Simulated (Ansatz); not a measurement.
# F2Ge2H4: the cost of one run

Computed with Ansatz 0.2.0, Gaussian basis. Level: unrestricted cation, the program's frozen cores in correlated methods.

Plan: UKS PBE-D4/def2-TZVPP; UKS r2SCAN-D4/def2-TZVPP; UKS PBE0-D4/def2-TZVPP; UKS B3LYP-D4/def2-TZVPP; UKS wB97X-V/def2-TZVPP; UKS wB97M-V/def2-TZVPP; UKS B2PLYP/def2-TZVPP; UHF-CCSD(T)/def2-TZVPP; UHF-MP2/def2-QZVPP; extrapolation to the limit; then −ε(HOMO) from the neutral's earlier runs with LDA (SPW92), PBE-D4, revPBE-D4, BLYP-D4, r2SCAN-D4, B97M-V, PBE0-D4, B3LYP-D4, r2SCANh-D4, r2SCAN0-D4, HSE06-D4, BHLYP-D4, CAM-B3LYP-D4, LC-ωPBE, ωB97X-V, ωB97M-V.

**1. The geometry**

All runs share one geometry, relaxed beforehand with PBE0-D4 in a triple-zeta def2 set.

SMILES `[F][GeH]([F])[GeH3]`, 8 atoms, charge 0, spin multiplicity 1.

Atoms are counted from 1 here; the program's logs count them from 0.

Bond lengths: F1–Ge2 1.734 Å, Ge2–F3 1.734 Å, Ge2–Ge4 2.425 Å, Ge2–H5 1.537 Å, Ge4–H6 1.533 Å, Ge4–H7 1.533 Å, Ge4–H8 1.531 Å. Angles: F1–Ge2–F3 104.0°, F1–Ge2–Ge4 108.4°, F1–Ge2–H5 106.2°, F3–Ge2–Ge4 108.4°, F3–Ge2–H5 106.2°, Ge4–Ge2–H5 122.1°, Ge2–Ge4–H6 108.5°, Ge2–Ge4–H7 108.5°, Ge2–Ge4–H8 108.4°, H6–Ge4–H7 110.0°, H6–Ge4–H8 110.7°, H7–Ge4–H8 110.7°.

**2. Cation, UKS PBE-D4/def2-TZVPP**

The input, in.yaml:

```yaml
crystal:
  periodic: [false, false, false]
  atoms:
    - {symbol: F, position_ang: [1.031701, -1.038397, 1.834545]}
    - {symbol: Ge, position_ang: [1.102943, -0.251646, 0.290489]}
    - {symbol: F, position_ang: [1.643406, -1.496689, -0.789298]}
    - {symbol: Ge, position_ang: [-1.146593, 0.391103, -0.346727]}
    - {symbol: H, position_ang: [2.249929, 0.767623, 0.379921]}
    - {symbol: H, position_ang: [-1.662064, 1.425740, 0.660723]}
    - {symbol: H, position_ang: [-1.098834, 1.005389, -1.750832]}
    - {symbol: H, position_ang: [-2.028287, -0.860224, -0.334623]}
basis:
  gaussian: {orbitals: def2-TZVPP}
total_charge: 1
magnetization: {spin_polarized: true, initial_magnetization: 1}
hamiltonian: {xc: pbe, dispersion: d4}
```

Launch:

```console
ansatz run in.yaml --threads 2 --pin off --events-out ev --progress --plain --max-ram 32768MiB --backend cpu
```

What time and memory should one allow on 2 threads of AMD EPYC 7R13, shared host?

About 8.5 s, with a peak of 0.43 GiB.
